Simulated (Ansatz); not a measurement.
# C12H8N2: small, medium and large basis sets

One table from this session's results is given with a row withheld; the runs are named, their logs left out.

Computed with Ansatz 0.2.0, Gaussian basis. Level: one geometry, several basis sets.

Levels to be run: PBE0-D4/def2-SVP; ωB97M-V/def2-SVP; PBE0-D4/def2-QZVPP; ωB97M-V/def2-QZVPP; the functionals' def2-TZVPP values are taken from earlier runs.

## Structure used throughout

The geometry comes from an earlier relaxation with PBE0-D4 in a triple-zeta def2 set; it is a stationary point, not always the lowest conformer.

SMILES `c1ccc2nc3ccccc3nc2c1`, 22 atoms, charge 0, spin multiplicity 1.

Atoms are counted from 1 here; the program's logs count them from 0.

Bond lengths: C1–C2 1.420 Å, C1–C14 1.360 Å, C1–H15 1.084 Å, C2–C3 1.360 Å, C2–H16 1.084 Å, C3–C4 1.420 Å, C3–H17 1.083 Å, C4–N5 1.330 Å, C4–C13 1.435 Å, N5–C6 1.330 Å, C6–C7 1.420 Å, C6–C11 1.435 Å, C7–C8 1.360 Å, C7–H18 1.083 Å, C8–C9 1.420 Å, C8–H19 1.084 Å, C9–C10 1.360 Å, C9–H20 1.084 Å and more. Angles: C2–C1–C14 120.8°, C2–C1–H15 119.2°, C14–C1–H15 120.0°, C1–C2–C3 120.8°, C1–C2–H16 119.2°, C3–C2–H16 120.0°, C2–C3–C4 120.2°, C2–C3–H17 122.2°, C4–C3–H17 117.6°, C3–C4–N5 119.5°, C3–C4–C13 119.0°, N5–C4–C13 121.5°, C4–N5–C6 117.0°, N5–C6–C7 119.5°, N5–C6–C11 121.5°, C7–C6–C11 119.0°, C6–C7–C8 120.2°, C6–C7–H18 117.6° and more.

Geometry (Å):

```mol
C12H8N2
  3D, bonds by distance, orders not assigned

 22 24  0  0  0  0  0  0  0  0999 V2000
   -0.5029   -3.4878   -0.8056 C   0  0
   -1.7142   -3.1797   -0.1311 C   0  0
   -1.9430   -1.9302    0.3540 C   0  0
   -0.9671   -0.9116    0.1909 C   0  0
   -1.2046    0.3063    0.6708 N   0  0
   -0.2573    1.2230    0.4908 C   0  0
   -0.4564    2.5404    0.9820 C   0  0
    0.5029    3.4878    0.8055 C   0  0
    1.7143    3.1797    0.1312 C   0  0
    1.9430    1.9302   -0.3540 C   0  0
    0.9671    0.9116   -0.1909 C   0  0
    1.2046   -0.3063   -0.6708 N   0  0
    0.2572   -1.2230   -0.4908 C   0  0
    0.4564   -2.5404   -0.9821 C   0  0
   -0.3481   -4.4925   -1.1816 H   0  0
   -2.4610   -3.9552   -0.0051 H   0  0
   -2.8584   -1.6704    0.8719 H   0  0
   -1.3884    2.7504    1.4928 H   0  0
    0.3480    4.4926    1.1814 H   0  0
    2.4611    3.9551    0.0053 H   0  0
    2.8585    1.6704   -0.8718 H   0  0
    1.3884   -2.7504   -1.4929 H   0  0
  1  2  8  0
  2  3  8  0
  3  4  8  0
  4  5  8  0
  5  6  8  0
  6  7  8  0
  7  8  8  0
  8  9  8  0
  9 10  8  0
 10 11  8  0
 11 12  8  0
 12 13  8  0
 13 14  8  0
  1 15  8  0
  2 16  8  0
  3 17  8  0
  7 18  8  0
  8 19  8  0
  9 20  8  0
 10 21  8  0
 14 22  8  0
  1 14  8  0
  4 13  8  0
  6 11  8  0
M  END
```

The first run:

Input file in.yaml:

```yaml
crystal:
  periodic: [false, false, false]
  atoms:
    - {symbol: C, position_ang: [-0.502925, -3.487767, -0.805565]}
    - {symbol: C, position_ang: [-1.714218, -3.179727, -0.131072]}
    - {symbol: C, position_ang: [-1.943012, -1.930187, 0.354010]}
    - {symbol: C, position_ang: [-0.967054, -0.911607, 0.190936]}
    - {symbol: N, position_ang: [-1.204622, 0.306347, 0.670754]}
    - {symbol: C, position_ang: [-0.257268, 1.222969, 0.490751]}
    - {symbol: C, position_ang: [-0.456419, 2.540390, 0.982008]}
    - {symbol: C, position_ang: [0.502883, 3.487794, 0.805474]}
    - {symbol: C, position_ang: [1.714277, 3.179690, 0.131193]}
    - {symbol: C, position_ang: [1.943030, 1.930176, -0.353973]}
    - {symbol: C, position_ang: [0.967075, 0.911594, -0.190893]}
    - {symbol: N, position_ang: [1.204610, -0.306340, -0.670781]}
    - {symbol: C, position_ang: [0.257249, -1.222958, -0.490791]}
    - {symbol: C, position_ang: [0.456400, -2.540377, -0.982051]}
    - {symbol: H, position_ang: [-0.348132, -4.492528, -1.181631]}
    - {symbol: H, position_ang: [-2.461004, -3.955210, -0.005105]}
    - {symbol: H, position_ang: [-2.858418, -1.670385, 0.871863]}
    - {symbol: H, position_ang: [-1.388411, 2.750399, 1.492817]}
    - {symbol: H, position_ang: [0.348029, 4.492591, 1.181419]}
    - {symbol: H, position_ang: [2.461114, 3.955141, 0.005329]}
    - {symbol: H, position_ang: [2.858454, 1.670363, -0.871790]}
    - {symbol: H, position_ang: [1.388365, -2.750368, -1.492916]}
basis:
  gaussian: {orbitals: def2-SVP}
hamiltonian: {xc: pbe0, dispersion: d4}
output: {orbitals: {seedname: orbitals}}
```

Command:

```
ansatz run in.yaml --threads 4 --pin off --events-out ev --progress --plain --max-ram 46080MiB --backend cpu
```

Among the steps run: PBE0-D4 in def2-SVP; ωB97M-V in def2-SVP; PBE0-D4 in def2-QZVPP; ωB97M-V in def2-QZVPP.

One of the session's tables, all rows but one given; the rest of the session is left out.

It belongs to the step «Functionals by basis». 

```
functional       basis  HOMO (eV)  LUMO (eV)
   PBE0-D4    def2-SVP      -6.59      -2.54
   PBE0-D4  def2-TZVPP      -6.60      -2.62
   PBE0-D4  def2-QZVPP      -6.62      -2.64
   ωB97M-V    def2-SVP      -8.45      -0.66
   ωB97M-V  def2-TZVPP          ?          ?
   ωB97M-V  def2-QZVPP      -8.50      -0.82
```

Q: Estimate the row for ωB97M-V, def2-TZVPP from the others.

The run gave: HOMO (eV): -8.48; LUMO (eV): -0.79. In the column «HOMO (eV)» it lies between ωB97M-V, def2-QZVPP (-8.50) and ωB97M-V, def2-SVP (-8.45).
